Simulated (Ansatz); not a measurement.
Working through a Hubbard U by linear response of CdCo3N, space group Pm-3m

Computed with the Python package of Ansatz (0.2.0).

`cdco3n.extxyz`
```text
5
Lattice="3.8419 0.0 0.0 0.0 3.8419 0.0 0.0 0.0 3.8419" Properties=species:S:1:pos:R:3:initial_magmoms:R:1 pbc="T T T"
Cd    0.00000000    0.00000000    0.00000000  0.00
Co    0.00000000    1.92095000    1.92095000  3.20
Co    1.92095000    0.00000000    1.92095000  3.20
Co    1.92095000    1.92095000    0.00000000  3.20
N     1.92095000    1.92095000    1.92095000  0.00
```

Typed at the interpreter:
```pycon
>>> import ansatz as az
>>> xtal = az.Crystal.from_extxyz("cdco3n.extxyz")
>>> xtal.resolved().tree()["lattice"]
((3.8419, 0.0, 0.0), (0.0, 3.8419, 0.0), (0.0, 0.0, 3.8419))
>>> setup = (
...     xtal.calculation()
...     .functional("LDA")
...     .kpoints(6, 6, 6)
...     .occupations("fermi_dirac", width=0.05)
...     .spin("collinear")
...     .hubbard("Co", "d", u_eff="linear-response")
...     .hubbard_response(amplitude=0.05)
...     .band_table()
... )
>>> found = []
>>> def keep(event):
...     if event["event"] == "lr_u_result":
...         found.append(event["data"])
...
>>> out = setup.session().plan().execute(on_event=keep)
DeckWarning: basis.ecutwfc = 420 eV, auto-derived from the records' recommended cutoffs: set by Cd (normal level)
>>> summary = out.report
>>> summary["n_electrons"]
76.0
>>> [(site.symbol, site.position_frac.round(4).tolist()) for site in out.lattice.sites]
[(<Element.CD: 'Cd'>, [0.0, 0.0, 0.0]), (<Element.CO: 'Co'>, [0.0, 0.5, 0.5]), (<Element.CO: 'Co'>, [0.5, 0.0, 0.5]), (<Element.CO: 'Co'>, [0.5, 0.5, 0.0]), (<Element.N: 'N'>, [0.5, 0.5, 0.5])]
>>> for orbit in found[-1]["orbits"]:
...     print(f"sites {orbit['sites']}: n0 = {orbit['n0']:.3f}, chi0 = {orbit['chi0_per_ev']:.4f}/eV, chi = {orbit['chi_per_ev']:.4f}/eV, U = {orbit['u_ev']:.2f} eV")
...
sites [1, 2, 3]: n0 = 7.919, chi0 = -1.0654/eV, chi = -0.1402/eV, U = 6.15 eV
>>> print("cycles:", found[-1]["n_cycles"], " band edges:", summary.get("band_edges_ev"))
cycles: 1  band edges: None
>>> print("site moments (muB):", [round(m, 2) for m in summary["site_moments_mub"]])
site moments (muB): [-0.08, 1.29, 1.29, 1.29, 0.07]
>>> print("electrons up, down:", [round(n, 3) for n in summary["spin_occupation_sums"]])
electrons up, down: [39.997, 36.003]
```

Caveats:
- Other magnetic orders than the one started from may lie lower.
- The mesh is modest for a metal, so energies can be off by several to tens of meV an atom and pressures by half a GPa or more; differences at equal mesh fare better.
- The structure is a deposited one; some such entries were measured under pressure or heat, so a shift against it needn't be the functional's error alone.
- Gaps and levels are Kohn-Sham values on a finite set of k-points, without spin-orbit coupling.
- Warnings are shown shortened and without file and line.
- The computed U depends on the projectors, on the cell (the perturbed atoms see their images) and on the spin treatment typed in the script; a run with no .spin step is spin-unpolarised.
- Hardware and time: 6 min on 1 thread of Arm Neoverse V2 (shared host), peak memory 1.6 GiB.
